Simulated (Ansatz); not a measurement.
Runs of Ansatz 0.2.0 on Ge3Pd. The structure is cubic, space group Pm-3m (No. 221). The conventional cell has a = 4.142 Å, b = 4.142 Å, c = 4.142 Å, α = 90.00°, β = 90.00°, γ = 90.00°. Around Pd (site symmetry m-3m) lie 12 Ge at 2.93 Å. Around Ge (site symmetry 4/mmm) lie 4 Pd at 2.93 Å and 8 Ge at 2.93 Å. The cell comes from a database or a generator and needn't be the stable form of this composition.

```csv
level,share of exact exchange,gap on the mesh (eV),pressure (GPa)
PBE0 form with a typed share of exact exchange,0.1,none,(a)
PBE0,0.25,none,-2.6
PBE0 form with a typed share of exact exchange,0.35,none,(b)
PBE0 form with a typed share of exact exchange,0,none,-0.3
PBE0 form with a typed share of exact exchange,0.15,none,-1.7
```

Alike in all rows: task single point; potentials or basis Ansatz PAW; no spin polarisation; cell as given; k mesh 4 × 4 × 4; cutoff (eV) 420; smearing fermi-dirac 0.05 eV; the mesh is coarse, so values aren't converged.

Problem. Fill in the values left out.

Solution. (a) -1.3; (b) -3.5.

Caveats: all runs use coarse meshes; the PAW data sets come from PBE, with cores solved anew for the run's functional, which leaves a small shift of forces and pressure (some runs); the thresholds are loose for stress (some runs); the PAW data sets were made with another functional, which shifts forces and pressure a little (some runs).

A k mesh can miss the band edges, and the runs leave out spin-orbit coupling on Ge, Pd.

A gap of «none» marks a metal or a gap under the smearing width.
